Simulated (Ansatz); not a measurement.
# CH9NSi2: up Jacob's ladder to CCSD(T)

An exercise on one series of results from a longer session: the logs are not shown, and one member is left open.

Method: functionals in def2-TZVPP, the program's frozen cores in correlated methods; program: Ansatz 0.2.0, Gaussian basis.

Levels to be run: LDA (SPW92), PBE-D4, revPBE-D4, BLYP-D4, r2SCAN-D4, B97M-V, PBE0-D4, B3LYP-D4, r2SCANh-D4, r2SCAN0-D4, HSE06-D4, BHLYP-D4, CAM-B3LYP-D4, LC-ωPBE, ωB97X-V, ωB97M-V, B2PLYP, PBE-QIDH; CCSD(T)/def2-SVP; CCSD(T)/def2-TZVPP; MP2/def2-QZVPP; extrapolation to the limit; RPA on PBE.

**The relaxed structure**

The geometry comes from an earlier relaxation with PBE0-D4 in a triple-zeta def2 set; it is a stationary point, not always the lowest conformer.

SMILES `C[SiH2]N[SiH3]`, 13 atoms, charge 0, spin multiplicity 1.

Atoms are counted from 1 here; the program's logs count them from 0.

Bond lengths: C1–Si2 1.865 Å, C1–H5 1.094 Å, C1–H6 1.093 Å, C1–H7 1.093 Å, Si2–N3 1.730 Å, Si2–H8 1.491 Å, Si2–H9 1.487 Å, N3–Si4 1.724 Å, N3–H10 1.011 Å, Si4–H11 1.485 Å, Si4–H12 1.489 Å, Si4–H13 1.491 Å. Angles: Si2–C1–H5 110.6°, Si2–C1–H6 110.9°, Si2–C1–H7 111.0°, H5–C1–H6 108.4°, H5–C1–H7 107.8°, H6–C1–H7 108.1°, C1–Si2–N3 112.8°, C1–Si2–H8 108.4°, C1–Si2–H9 110.4°, N3–Si2–H8 110.2°, N3–Si2–H9 106.2°, H8–Si2–H9 108.9°, Si2–N3–Si4 128.4°, Si2–N3–H10 115.9°, Si4–N3–H10 115.5°, N3–Si4–H11 108.1°, N3–Si4–H12 109.9°, N3–Si4–H13 113.5° and more.

Coordinates:

```
C     0.5480    2.0056   -0.6814
Si   -0.4169    0.4183   -0.8516
N     0.3307   -0.9109   -0.0354
Si   -0.2547   -1.8026    1.3186
H     0.0488    2.8187   -1.2159
H     0.6447    2.2924    0.3684
H     1.5532    1.8997   -1.0982
H    -0.5654    0.1121   -2.3037
H    -1.7692    0.5668   -0.2509
H     1.1896   -1.2534   -0.4431
H    -1.2386   -0.9546    2.0378
H     0.8743   -2.1461    2.2260
H    -0.9241   -3.0807    0.9441
```

Set-up of the first run:

The input, in.yaml:

```yaml
crystal:
  periodic: [false, false, false]
  atoms:
    - {symbol: C, position_ang: [0.548001, 2.005631, -0.681351]}
    - {symbol: Si, position_ang: [-0.416875, 0.418274, -0.851619]}
    - {symbol: N, position_ang: [0.330677, -0.910909, -0.035372]}
    - {symbol: Si, position_ang: [-0.254705, -1.802552, 1.318643]}
    - {symbol: H, position_ang: [0.048785, 2.818685, -1.215852]}
    - {symbol: H, position_ang: [0.644664, 2.292387, 0.368417]}
    - {symbol: H, position_ang: [1.553205, 1.899693, -1.098169]}
    - {symbol: H, position_ang: [-0.565391, 0.112123, -2.303696]}
    - {symbol: H, position_ang: [-1.769177, 0.566779, -0.250928]}
    - {symbol: H, position_ang: [1.189559, -1.253438, -0.443131]}
    - {symbol: H, position_ang: [-1.238649, -0.954575, 2.037765]}
    - {symbol: H, position_ang: [0.874340, -2.146092, 2.226011]}
    - {symbol: H, position_ang: [-0.924132, -3.080705, 0.944081]}
basis:
  gaussian: {orbitals: def2-TZVPP}
hamiltonian: {xc: lda}
output: {orbitals: {seedname: orbitals}}
```

Started as:

```bash
$ ansatz run in.yaml --threads 4 --pin off --events-out ev --progress --plain --max-ram 10444MiB
```

Steps of the session up to this table: LDA; PBE-D4 (GGA); revPBE-D4 (GGA); BLYP-D4 (GGA); r2SCAN-D4 (meta-GGA); B97M-V (meta-GGA); B3LYP-D4 (hybrid); r2SCANh-D4 (hybrid); r2SCAN0-D4 (hybrid); HSE06-D4 (hybrid); BHLYP-D4 (hybrid); CAM-B3LYP-D4 (range-separated); LC-ωPBE (range-separated); ωB97X-V (range-separated); ωB97M-V (range-separated); B2PLYP (double hybrid); PBE-QIDH (double hybrid).

One of the session's tables, all rows but one given; the rest of the session is left out.

It belongs to the step «Frontier levels by functional». 

```
  functional  HOMO (eV)  gap (eV)
 LDA (SPW92)      -6.14      5.26
      PBE-D4      -6.04      5.39
   revPBE-D4      -6.00      5.46
     BLYP-D4      -5.92      5.39
   r2SCAN-D4      -6.33      6.14
      B97M-V      -6.49      5.99
     PBE0-D4      -7.36      7.55
    B3LYP-D4      -7.14      7.11
  r2SCANh-D4      -6.82      6.90
  r2SCAN0-D4      -7.56      8.04
    HSE06-D4      -6.96      6.78
    BHLYP-D4          ?         ?
CAM-B3LYP-D4      -8.73      9.85
     LC-ωPBE     -10.09     12.41
     ωB97X-V      -9.75     11.88
     ωB97M-V      -9.65     11.40
```

Q: Estimate the row for BHLYP-D4 from the others.

Worked estimate for «HOMO (eV)». Against the share of exact exchange, BLYP-D4 (0, -5.92), B3LYP-D4 (0.2, -7.14) give a slope of -6.10 per unit share; at 0.5 the line stands at -8.97.

**Answer.** HOMO (eV): -8.61; gap (eV): 9.59. In «HOMO (eV)» the line misses by -0.36.
